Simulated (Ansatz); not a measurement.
Runs of Ansatz 0.2.0 on LaPd2. It takes space group I4/mmm (No. 139, tetragonal). The conventional cell has a = 4.008 Å, b = 4.008 Å, c = 8.943 Å, α = 90.00°, β = 90.00°, γ = 90.00°. Around La (site symmetry 4/mmm) lie 8 Pd at 3.00 Å. Pd (site symmetry -4m2) has 4 Pd at 2.83 Å and 4 La at 3.00 Å as nearest neighbours. The cell comes from a database or a generator and needn't be the stable form of this composition.

| level | cutoff (eV) | gap on the mesh (eV) | pressure (GPa) | relaxed volume (Å³/atom) |
| --- | --- | --- | --- | --- |
| LDA | 420 | none | 0.0 | 21.77 |
| RPBE | 420 | none | 0.0 | (a) |
| r2SCAN | 500 | none | 0.0 | 23.28 |
| revPBE | 420 | none | 0.0 | 24.36 |
| BLYP | 420 | none | 0.0 | 25.48 |
| PBEsol | 420 | none | 0.0 | (b) |

Alike in all rows: task relaxation of cell and atoms; potentials or basis Ansatz PAW; no spin polarisation; cell relaxed; k mesh 9 × 9 × 9; smearing fermi-dirac 0.05 eV.

**Question.** Estimate the missing entries.

**Answer.** (a) 24.59; (b) 22.46.

Caveats: the plane-wave basis is chosen anew once the cell has moved, so the energies of steps on either side of that aren't comparable; the PAW data sets come from PBE, with cores solved anew for the run's functional, which leaves a small shift of forces and pressure; the magnetic or orbital state may not be the lowest (some runs).

A k mesh can miss the band edges, and the runs leave out spin-orbit coupling on La, Pd.

A gap of «none» marks a metal or a gap under the smearing width.

Runs at the PBE level aren't shown here.
